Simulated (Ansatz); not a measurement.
# GaBHO (quartet): from a generated start to a stationary point

Aim: relax a generated start of GaBHO (quartet) and see which bonds hold.

The runs use Ansatz 0.2.0, Gaussian basis; UKS PBE0/def2-TZVP.

## Step 1: The starting structure

4 atoms, charge 0, spin multiplicity 4.

Atoms are counted from 1 here; the program's logs count them from 0.

Bond lengths: B1–Ga2 1.930 Å, Ga2–O3 1.720 Å, O3–H4 0.951 Å. Angles: B1–Ga2–O3 180.0°, Ga2–O3–H4 180.0°.

The start was built by rule and, where that kept it together, relaxed with GFN2-xTB. Sticks and bond lists go by distance. No spin-orbit coupling is included. 

## Step 2: Relaxation

File in.yaml:

```yaml
crystal:
  periodic: [false, false, false]
  atoms:
    - {symbol: B, position_ang: [0.000000, 0.000000, -2.545251]}
    - {symbol: Ga, position_ang: [0.000000, 0.000000, -0.615342]}
    - {symbol: O, position_ang: [0.000000, 0.000000, 1.104679]}
    - {symbol: H, position_ang: [0.000000, 0.000000, 2.055913]}
basis:
  gaussian: {orbitals: def2-TZVP}
magnetization: {spin_polarized: true, initial_magnetization: 3}
hamiltonian: {xc: pbe0}
relax: {f_tol: 0.004, max_steps: 80}
```

Started as:

```bash
$ ansatz run in.yaml --threads 1 --pin off --events-out ev --progress --plain --max-ram 2176MiB
```

What does the calculation give? Wanted: energy gained; shift from the start; total energy; dipole moment; ⟨S²⟩.

As calculated:

```
                  quantity           value
                     steps               4
             energy gained        0.012 eV
shift from the start (rms)         0.018 Å
              total energy  -55104.1833 eV
             dipole moment          2.94 D
                      ⟨S²⟩           3.752
```

What this shows: The bonds of the start are those of the end. B1–Ga2 went from 1.930 to 1.896 Å. No vibrations were run, so this is a stationary point, not a proven minimum, and this spin need not be the ground state's.
